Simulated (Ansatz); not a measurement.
# GeNH (singlet): wave-function methods side by side, cc-pVDZ

The task here is to estimate one member of a computed series from the others.

Computed with Ansatz 0.2.0, Gaussian basis. Level: cc-pVDZ, core rule «outside noble gas», up to 15 orbitals frozen.

To be run: UHF; CCSD(T) on RHF; CCSD(T) on UHF; BCCD(T) on RHF; CISD; CCSDT(Q) on RHF; CCSDT(Q) on UHF; CCSDTQ on RHF; CCSDTQ on UHF; CASSCF and MRCISD+Q, 10 electrons in 9 orbitals; CASSCF and NEVPT2, 10 electrons in 9 orbitals.

4 further runs of the same task are left out: 4 set aside as unsound or not needed.

## The system

The geometry is a PBE0/def2-TZVP stationary point (not a proven minimum). No spin-orbit coupling is included. The filled d shell of Ge may be among the frozen orbitals whatever the setting's name suggests; the logs give the count.

3 atoms, charge 0, spin multiplicity 1.

Atoms are counted from 1 here; the program's logs count them from 0.

Bond lengths: Ge1–N2 1.644 Å, N2–H3 1.003 Å. Angles: Ge1–N2–H3 180.0°.

The first run:

File in.yaml:

```yaml
crystal:
  periodic: [false, false, false]
  atoms:
    - {symbol: Ge, position_ang: [0.000000, 0.000000, 1.430501]}
    - {symbol: N, position_ang: [0.000000, 0.000000, -0.213910]}
    - {symbol: H, position_ang: [0.000000, 0.000000, -1.216591]}
basis:
  gaussian: {orbitals: cc-pVDZ}
magnetization: {spin_polarized: true, initial_magnetization: 0}
hamiltonian: {xc: hf}
output: {orbitals: {seedname: orbitals}}
```

Command:

```console
$ ansatz run in.yaml --threads 1 --pin off --events-out ev --progress --plain --max-ram 2816MiB --backend cpu
```

Among the steps run: UHF; CCSD(T) on RHF; CCSD(T) on UHF; BCCD(T) on RHF; CISD; CCSDT(Q) on RHF; CCSDT(Q) on UHF; CCSDTQ on RHF; CCSDTQ on UHF; CASSCF and MRCISD+Q, 10 electrons in 9 orbitals; CASSCF and NEVPT2, 10 electrons in 9 orbitals.

One of the session's tables, all rows but one given; the rest of the session is left out.

| method | from RCCSDTQ (kJ/mol) |
| --- | --- |
| RHF | +743.5 |
| UHF | +743.0 |
| RMP2 | +62.4 |
| RCCSD | +39.8 |
| RCCSD(T) | ? |
| BCCD(T) | +5.1 |
| RCCSDT | +3.7 |
| RCCSDT(Q) | -1.0 |
| RCCSDTQ | 0 |
| CASSCF valence | +369.4 |
| NEVPT2 valence | +96.2 |
| MRCISD valence | +26.9 |
| MRCISD+Q valence | +7.2 |

**Question.** Estimate the row for RCCSD(T).

As computed: from RCCSDTQ (kJ/mol): +5.0. In the column «from RCCSDTQ (kJ/mol)» it lies between RCCSDT (+3.7) and BCCD(T) (+5.1).
